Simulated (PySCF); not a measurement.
# Si: interval between two levels with spin-orbit coupling

Wanted: the interval between two levels of silicon, up a ladder of methods.

The numbers are computed with PySCF 2.14.0 (two-component X2C-1e, generalised determinants), except any that are marked as measured or tabulated.

## 1. Starting point

- Element: silicon (Z = 14)
- Basis: x2c-TZVPall-2c
- Hamiltonian: two-component X2C-1e, Gaussian nucleus, no Breit or QED terms; spin-orbit coupling, run by run: off; screened by Boettger's factors
- Core shells frozen in the correlated runs: [Ne] (for Si)
- State 1: Si 3s2 3p2 3P2: [Ne] 3s2 3p2; 3p3/2 filled at m_j = +1/2, +3/2
- State 2: Si 3s1 3p3 5S2: [Ne] 3s1 3p3; 3s1/2 filled at m_j = +1/2; 3p3/2 filled at m_j = -1/2, +1/2, +3/2
- Methods: GHF, GMP2

Outer shells as boxes (Hund's rule):

Si [Ne] 3s2 3p2
```
[Ne] core
3s [↑↓]
3p [↑ ][↑ ][  ]
```

Si [Ne] 3s1 3p3
```
[Ne] core
3s [↑ ]
3p [↑ ][↑ ][↑ ]
```

All steps ran in one process of a driver on top of PySCF, which takes the settings above as its task.

It was started by

```sh
$ OMP_NUM_THREADS=1 python sorun2.py TASK.json OUT
```

The integrals over 40 functions and the set-up took 0.16 s of CPU time.

## 2. Si 3s2 3p2 3P2

GHF (spin-free):

The log of the run:

```text
cycle= 1 E= -289.4191541903  delta_E= -289  |FDS-SDF|= 0.021
cycle= 2 E= -289.4478812840  delta_E= -0.0287  |FDS-SDF|= 0.00874
cycle= 3 E= -289.4503118480  delta_E= -0.00243  |FDS-SDF|= 0.00265
cycle= 4 E= -289.4508168723  delta_E= -0.000505  |FDS-SDF|= 0.000775
cycle= 5 E= -289.4508595360  delta_E= -4.27e-05  |FDS-SDF|= 0.000173
cycle= 6 E= -289.4508619177  delta_E= -2.38e-06  |FDS-SDF|= 2.52e-05
cycle= 7 E= -289.4508619595  delta_E= -4.18e-08  |FDS-SDF|= 3.42e-06
cycle= 8 E= -289.4508619603  delta_E= -7.97e-10  |FDS-SDF|= 7.39e-07
```

Time after the integrals: 0.21 s (1 thread of Neoverse-V1, shared host).

Occupied spinors (without spin-orbit coupling the j labels only name the start):

| spinor shell | electrons | mean energy (eV) | weight of the nominal j | rms radius (bohr) |
| --- | --- | --- | --- | --- |
| 1s1/2 | 2 | -1876.8 | 1.000 | 0.129 |
| 2s1/2 | 2 | -168.19 | 1.000 | 0.612 |
| 2p3/2 | 4 | -115.79 | 0.833 | 0.599 |
| 2p1/2 | 2 | -115.61 | 0.667 | 0.600 |
| 3s1/2 | 2 | -14.731 | 0.999 | 2.38 |
| 3p3/2 | 2 | -8.088 | 0.833 | 2.98 |

M_J = 2, ⟨J²⟩ = 6.015, ⟨L²⟩ = 2.011, ⟨S²⟩ = 2.004.

GMP2 (spin-free):

The driver printed no log here.

Time after the integrals: 0.03 s (1 thread of Neoverse-V1, shared host).

With 4 electrons correlated and 6 very high virtual spinors dropped, the MP2 correlation energy is -0.05764 hartree. Largest pairs: 3p3/2-3s1/2 -0.0360, 3s1/2-3s1/2 -0.0160, 3p3/2-3p3/2 -0.0056.

GHF (screened spin-orbit):

The log of the run:

```text
cycle= 1 E= -289.4191699566  delta_E= -289  |FDS-SDF|= 0.0209
cycle= 2 E= -289.4477792279  delta_E= -0.0286  |FDS-SDF|= 0.00869
cycle= 3 E= -289.4501980413  delta_E= -0.00242  |FDS-SDF|= 0.00265
cycle= 4 E= -289.4507037302  delta_E= -0.000506  |FDS-SDF|= 0.000784
cycle= 5 E= -289.4507474576  delta_E= -4.37e-05  |FDS-SDF|= 0.000206
cycle= 6 E= -289.4507508330  delta_E= -3.38e-06  |FDS-SDF|= 0.000107
cycle= 7 E= -289.4507518791  delta_E= -1.05e-06  |FDS-SDF|= 9.04e-05
cycle= 8 E= -289.4507545134  delta_E= -2.63e-06  |FDS-SDF|= 4e-05
cycle= 9 E= -289.4507550428  delta_E= -5.29e-07  |FDS-SDF|= 6.45e-06
cycle= 10 E= -289.4507550487  delta_E= -5.9e-09  |FDS-SDF|= 1.2e-06
cycle= 11 E= -289.4507550489  delta_E= -2.34e-10  |FDS-SDF|= 2.97e-07
```

It took 0.26 s on 1 thread of Neoverse-V1, shared host, the integrals not counted.

Occupied spinors:

| spinor shell | electrons | mean energy (eV) | weight of the nominal j | rms radius (bohr) |
| --- | --- | --- | --- | --- |
| 1s1/2 | 2 | -1876.9 | 1.000 | 0.129 |
| 2s1/2 | 2 | -168.20 | 1.000 | 0.612 |
| 2p1/2 | 2 | -116.21 | 0.893 | 0.598 |
| 2p3/2 | 4 | -115.50 | 0.946 | 0.600 |
| 3s1/2 | 2 | -14.734 | 0.999 | 2.38 |
| 3p3/2 | 2 | -8.084 | 0.824 | 2.98 |

M_J = 2, ⟨J²⟩ = 6.014, ⟨L²⟩ = 2.013, ⟨S²⟩ = 2.003. Rows whose weight is well below 1 mix j = l ± 1/2: exchange competes with spin-orbit coupling there.

GMP2 (screened spin-orbit):

The driver printed no log here.

It took 0.01 s on 1 thread of Neoverse-V1, shared host, the integrals not counted.

With 4 electrons correlated and 6 very high virtual spinors dropped, the MP2 correlation energy is -0.05764 hartree. Largest pairs: 3p3/2-3s1/2 -0.0360, 3s1/2-3s1/2 -0.0160, 3p3/2-3p3/2 -0.0056.

## 3. Si 3s1 3p3 5S2

GHF (spin-free):

The log of the run:

```text
cycle= 1 E= -289.3258732130  delta_E= -289  |FDS-SDF|= 0.0222
cycle= 2 E= -289.3550735937  delta_E= -0.0292  |FDS-SDF|= 0.00832
cycle= 3 E= -289.3561660084  delta_E= -0.00109  |FDS-SDF|= 0.0016
cycle= 4 E= -289.3562724968  delta_E= -0.000106  |FDS-SDF|= 0.000263
cycle= 5 E= -289.3562729760  delta_E= -4.79e-07  |FDS-SDF|= 1.58e-05
cycle= 6 E= -289.3562729840  delta_E= -7.99e-09  |FDS-SDF|= 8.44e-07
cycle= 7 E= -289.3562729840  delta_E= -3.6e-11  |FDS-SDF|= 5.02e-08
```

Time after the integrals: 0.18 s (1 thread of Neoverse-V1, shared host).

Occupied spinors (without spin-orbit coupling the j labels only name the start):

```csv
spinor shell,electrons,mean energy (eV),weight of the nominal j,rms radius (bohr)
1s1/2,2,-1877.4,1.000,0.129
2s1/2,2,-168.73,1.000,0.613
2p3/2,4,-116.52,0.833,0.598
2p1/2,2,-116.52,0.667,0.598
3s1/2,1,-19.737,1.000,2.33
3p3/2,3,-9.471,0.667,2.84
```

M_J = 2, ⟨J²⟩ = 6.000, ⟨L²⟩ = 0.000, ⟨S²⟩ = 6.000.

GMP2 (spin-free):

This step left no log, only its results.

It took 0.01 s on 1 thread of Neoverse-V1, shared host, the integrals not counted.

With 4 electrons correlated and 6 very high virtual spinors dropped, the MP2 correlation energy is -0.02089 hartree. Largest pairs: 3p3/2-3p3/2 -0.0172, 3p3/2-3s1/2 -0.0037.

GHF (screened spin-orbit):

The log of the run:

```text
cycle= 1 E= -289.3261172421  delta_E= -289  |FDS-SDF|= 0.0223
cycle= 2 E= -289.3553316304  delta_E= -0.0292  |FDS-SDF|= 0.00833
cycle= 3 E= -289.3564256711  delta_E= -0.00109  |FDS-SDF|= 0.0016
cycle= 4 E= -289.3565321550  delta_E= -0.000106  |FDS-SDF|= 0.000268
cycle= 5 E= -289.3565327566  delta_E= -6.02e-07  |FDS-SDF|= 3.33e-05
cycle= 6 E= -289.3565328013  delta_E= -4.48e-08  |FDS-SDF|= 1.54e-05
cycle= 7 E= -289.3565328150  delta_E= -1.36e-08  |FDS-SDF|= 1.8e-06
cycle= 8 E= -289.3565328152  delta_E= -1.76e-10  |FDS-SDF|= 1.47e-07
```

It took 0.2 s on 1 thread of Neoverse-V1, shared host, the integrals not counted.

Occupied spinors:

```csv
spinor shell,electrons,mean energy (eV),weight of the nominal j,rms radius (bohr)
1s1/2,2,-1877.4,1.000,0.129
2s1/2,2,-168.73,1.000,0.613
2p1/2,2,-117.35,0.728,0.597
2p3/2,4,-116.11,0.864,0.599
3s1/2,1,-19.737,1.000,2.33
3p3/2,3,-9.471,0.665,2.84
```

M_J = 2, ⟨J²⟩ = 6.000, ⟨L²⟩ = 0.000, ⟨S²⟩ = 6.000. Rows whose weight is well below 1 mix j = l ± 1/2: exchange competes with spin-orbit coupling there.

GMP2 (screened spin-orbit):

This step left no log, only its results.

Time after the integrals: 0.01 s (1 thread of Neoverse-V1, shared host).

With 4 electrons correlated and 6 very high virtual spinors dropped, the MP2 correlation energy is -0.02089 hartree. Largest pairs: 3p3/2-3p3/2 -0.0172, 3p3/2-3s1/2 -0.0037.

## 4. The energy differences

Interval between two levels: Si [Ne] 3s2 3p2 [3p3/2^2, M_J = 2] → Si [Ne] 3s1 3p3 [3s1/2^1 3p3/2^3, M_J = 2].

| method | value (eV) | CPU time, both states (s) |
| --- | --- | --- |
| GHF (spin-free) | 2.574 | 0.39 |
| GMP2 (spin-free) | 3.574 | 0.43 |
| GHF (screened spin-orbit) | 2.564 | 0.46 |
| GMP2 (screened spin-orbit) | 3.564 | 0.48 |

Times are CPU seconds on a shared host without the integrals; correlated rows include their Hartree-Fock run.

## 5. Summary of results

| quantity | value |
| --- | --- |
| interval between two levels, Si → 3s1 3p3 5S2 | GHF (spin-free) 2.574, GMP2 (screened spin-orbit) 3.564 eV |

**Reading.** The methods span 1.010 eV, from GHF (screened spin-orbit) (2.564) to GMP2 (spin-free) (3.574). No reference value is at hand in this session. Spin-orbit coupling moves the difference by -0.010 eV at GMP2. All values hold for this basis alone; no basis-set limit was taken.
